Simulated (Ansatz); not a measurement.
**GaNH₃ (doublet): from Hartree-Fock to the top rungs at a displaced geometry (v2), cc-pVDZ**

An exercise on one series of results from a longer session: the logs are not shown, and one member is left open.

Method: cc-pVDZ, core rule «outside noble gas», up to 15 orbitals frozen; program: Ansatz 0.2.0, Gaussian basis.

Plan: UHF; CCSD(T) on ROHF; CCSD(T) on UHF; BCCD(T) on ROHF; CISD; CCSDT(Q) on ROHF; CCSDT(Q) on UHF.

23 further runs of the same task are left out: 2 for a known fault of the program, 8 that didn't finish, 13 set aside as unsound or not needed.

### The system

The geometry is a PBE0/def2-TZVP stationary point (not a proven minimum) with its atoms shifted at random (size 0.100 Å). No spin-orbit coupling is included. The filled d shell of Ga may be among the frozen orbitals whatever the setting's name suggests; the logs give the count.

5 atoms, charge 0, spin multiplicity 2.

Atoms are counted from 1 here; the program's logs count them from 0.

Bond lengths: N1–Ga2 1.822 Å, N1–H3 1.034 Å, N1–H4 0.959 Å, Ga2–H5 1.734 Å. Angles: Ga2–N1–H3 122.8°, Ga2–N1–H4 127.7°, H3–N1–H4 108.4°, N1–Ga2–H5 117.2°.

The first run:

The input, in.yaml:

```yaml
crystal:
  periodic: [false, false, false]
  atoms:
    - {symbol: N, position_ang: [0.134850, -0.082363, 1.473058]}
    - {symbol: Ga, position_ang: [-0.030024, 0.042315, -0.337200]}
    - {symbol: H, position_ang: [0.046596, -0.977539, 1.983834]}
    - {symbol: H, position_ang: [0.129705, 0.632052, 2.112333]}
    - {symbol: H, position_ang: [0.026646, -1.437030, -1.240949]}
basis:
  gaussian: {orbitals: cc-pVDZ}
magnetization: {spin_polarized: true, initial_magnetization: 1}
hamiltonian: {xc: hf}
output: {orbitals: {seedname: orbitals}}
```

Launch:

```sh
> ansatz run in.yaml --threads 1 --pin off --events-out ev --progress --plain --max-ram 2393MiB
```

Steps of the session up to this table: UHF; CCSD(T) on ROHF; CCSD(T) on UHF; BCCD(T) on ROHF; CISD; CCSDT(Q) on ROHF; CCSDT(Q) on UHF.

One table of the session follows, with a row left open; its other results are not shown here.

It belongs to the step «Misses and costs». 

| method | from UCCSDT(Q) (kJ/mol) |
| --- | --- |
| ROHF | +681.9 |
| UHF | +676.5 |
| RMP2 | +81.4 |
| UMP2 | +79.8 |
| RCCSD | ? |
| UCCSD | +20.7 |
| RCCSD(T) | +4.2 |
| UCCSD(T) | +3.6 |
| BCCD(T) | +4.1 |
| RCCSDT | +2.2 |
| UCCSDT | +1.7 |
| RCCSDT(Q) | +0.7 |
| UCCSDT(Q) | 0 |

Estimate the missing values for RCCSD.

As computed: from UCCSDT(Q) (kJ/mol): +21.5. In the column «from UCCSDT(Q) (kJ/mol)» it lies between UCCSD (+20.7) and UMP2 (+79.8).

Not comparable, so not listed: CISD (they don't share determinant, frozen orbitals or solution with the rows shown, or repeat one).

To keep in mind: Restricted and unrestricted rows rest on different reference determinants; where their highest levels disagree by more than a few hundredths of an eV, they describe different states and don't form one ladder.
